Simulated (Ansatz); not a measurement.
# Al2O3 (Corundum): the cost of one run

All numbers are computed with Ansatz 0.2.0 through its Python package. Level of theory: DFT PBEsol+D3(BJ) with three-body term, plane waves, PAW.

### 1 The system

The structure is trigonal, space group R-3c (No. 167). Conventional cell: a = 4.760 Å, b = 4.760 Å, c = 12.996 Å, α = 90.00°, β = 90.00°, γ = 120.00°. Al (site symmetry 3) has 6 O at 1.85 to 1.97 Å as nearest neighbours. O (site symmetry 2) is surrounded by 4 Al at 1.85 to 1.97 Å.

No structure file is read: the coordinates are typed or built in the script.

### 2 The code

File elastic_al2o3.py:

```python
'''Elastic constants of Al2O3.'''

import ansatz as az
import numpy as np


def main() -> None:
    structure = (
        az.Lattice.from_parameters(4.7605, 4.7605, 12.9956, alpha=90, beta=90, gamma=120)
        .space_group(167)
        .atom('Al', (1 / 3, 2 / 3, 0.01882667))
        .atom('O', (0.30668, 0.0, 0.25))
        .primitive()
    )

    job = (
        structure.calculation()
        .occupations('fixed')
        .basis(320, xc_grid=2)  # cutoff of the orbital basis
        .functional('pbesol', dispersion='d3bjatm')
        .accuracy('medium')
        .kpoints(7, 7, 7)  # the mesh must be finer for metals
    )
    res = job.elastic('relaxed-ion', amplitude=0.01).run(threads=1)
    elastic = res.elastic

    C = np.asarray(elastic.c_gpa)
    for i in range(6):
        for j in range(i, 6):
            if abs(C[i, j]) > 0.05:
                print(f'C{i + 1}{j + 1} = {C[i, j]:.1f} GPa')
    print('smallest eigenvalue of C:', round(elastic.stability.min_eigenvalue_gpa, 1), 'GPa; stable:', elastic.stability.stable)
    # averaged moduli need a positive definite tensor
    if elastic.stability.min_eigenvalue_gpa > 0:
        m = elastic.moduli
        print(f'K = {m.k_hill_gpa:.1f}, G = {m.g_hill_gpa:.1f}, E = {m.youngs_gpa:.1f} GPa, Poisson ratio {m.poisson:.3f}, K/G = {m.k_hill_gpa / m.g_hill_gpa:.2f}')
        S = np.linalg.inv(elastic.c_gpa)
        print('Young modulus along x, y, z (GPa):', np.round(1 / np.diag(S)[:3], 1))
        print('linear compressibility along x, y, z (1/TPa):', np.round(1000 * S[:3, :3].sum(axis=1), 2))


if __name__ == '__main__':
    main()
```

### 3 The calls as engine input

The engine receives this input:

```yaml
crystal:
  lattice:
    a: 4.7605
    b: 4.7605
    c: 12.9956
    alpha: 90.0
    beta: 90.0
    gamma: 120.0
  space_group: 167
  atoms:
    - { symbol: Al, position: [0.3333333333333333, 0.6666666666666666, 0.01882667] }
    - { symbol: O, position: [0.30668, 0.0, 0.25] }
  reduce_to_primitive: true
accuracy: medium
basis:
  ecutwfc: 320.0
  xc_grid: 2
kpoints:
  mp_grid:
    grid: [7, 7, 7]
hamiltonian:
  xc: pbesol
  dispersion: d3bjatm
scf:
  occupations:
    method: fixed
elastic:
  mode: relaxed_ion
  amplitude: 0.01
```

### 4 Launch

Run with:

```
python elastic_al2o3.py
```

**Question.** How long does this script take on 1 thread of Intel Xeon Platinum 8259CL at 2.50GHz (Skylake/Cascade Lake), shared host, and how much memory does it need?

About 11 min, with a peak of 0.57 GiB.
